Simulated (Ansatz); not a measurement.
# AlTl2Ga4B3N10: the cost of one run

All numbers below are computed with Ansatz 0.2.0 (DFT PBE, scalar-relativistic, plane waves, PAW).

## Step 1: The system as given

The cell holds 20 atoms (AlB3Ga4N10Tl2): a = 5.264 Å, b = 5.264 Å, c = 8.040 Å, α = 83.74°, β = 70.89°, γ = 70.53°.

The sites of an ideal zinc blende lattice, at a guessed lattice constant, take 4 Ga, 1 Al, 2 Tl, 3 B; 10 N (sublattices apart by semicolons), with a shake of 0.02 Å. Warren-Cowley parameters of the first shell (negative: unlike neighbours preferred): Al-B -0.11, Al-Ga -0.04, Al-Tl -0.25, B-Ga -0.11, B-Tl -0.11, Ga-Tl +0.06. In a cell this small the draw can fall short of the order aimed at.

Its coordinates follow in the input file.

## Step 2: Relaxing on a coarse mesh

Cell and atoms move without symmetry, on a coarse mesh with loose thresholds.

Input file input.yaml:

```yaml
crystal:
  lattice:
    - [2.1488977, 2.1488977, 4.2977954]
    - [-2.1488977, -2.1488977, 4.2977954]
    - [6.4466931, -4.2977954, 2.1488977]
  atoms:
    - { symbol: B, position: [0.2017737247, 0.0002994578, 0.5998945791] }
    - { symbol: B, position: [0.9969084675, 0.9988056227, 0.0021095108] }
    - { symbol: B, position: [0.7978311596, 0.998743776, 0.3993762245] }
    - { symbol: "N", position: [0.5740012405, 0.8750885732, 0.6002739479] }
    - { symbol: "N", position: [0.4804489948, 0.3735818596, 0.7996980812] }
    - { symbol: "N", position: [0.9771371827, 0.8774237207, 0.7989191278] }
    - { symbol: "N", position: [0.3798688025, 0.8736027477, 0.0004202153] }
    - { symbol: "N", position: [0.7798684149, 0.8749818867, 0.195628948] }
    - { symbol: "N", position: [0.6696813135, 0.3775096231, 0.3978061244] }
    - { symbol: "N", position: [0.173706511, 0.8792945236, 0.3981454754] }
    - { symbol: "N", position: [0.0773789537, 0.3742293815, 0.5977141947] }
    - { symbol: "N", position: [0.8740700788, 0.3691834074, 0.0049742764] }
    - { symbol: "N", position: [0.2784082727, 0.3785038231, 0.2015519808] }
    - { symbol: Al, position: [0.2952737948, 0.4963997227, 0.4008409292] }
    - { symbol: Ga, position: [0.5999742237, 0.9990361486, 0.8047620355] }
    - { symbol: Ga, position: [0.3984756419, 0.999937484, 0.1998442317] }
    - { symbol: Ga, position: [0.4949943078, 0.5036945065, 0.001469496] }
    - { symbol: Ga, position: [0.8953144615, 0.4985069549, 0.2024630239] }
    - { symbol: Tl, position: [0.0981467624, 0.5038723771, 0.7993872127] }
    - { symbol: Tl, position: [0.7004249841, 0.5035278129, 0.6018094699] }
  symmetry: { detect: false }
basis:
  ecutwfc: 420
kpoints:
  mp_grid: { grid: [3, 3, 2], shift: [0.0, 0.0, 0.5] }
hamiltonian:
  xc: pbe
scf:
  occupations: { method: gaussian, width: 0.1 }
  lower_state_search: "off"
output:
  forces: true
  stress: true
  eigenvalues: true
relax:
  adjacent_minimum: "off"
  f_tol: 0.04
  max_steps: 50
  cell: { stress_tol: 0.3 }
```

The run is started by

```bash
ansatz run input.yaml --threads 4 --pin off --max-ram 9216MiB --backend cpu --events-out ev --progress --plain --runs-dir out
```

Q: Estimate wall time and peak memory on 4 threads of Arm Neoverse V2, shared host.

About 4.2 min, with a peak of 0.77 GiB.
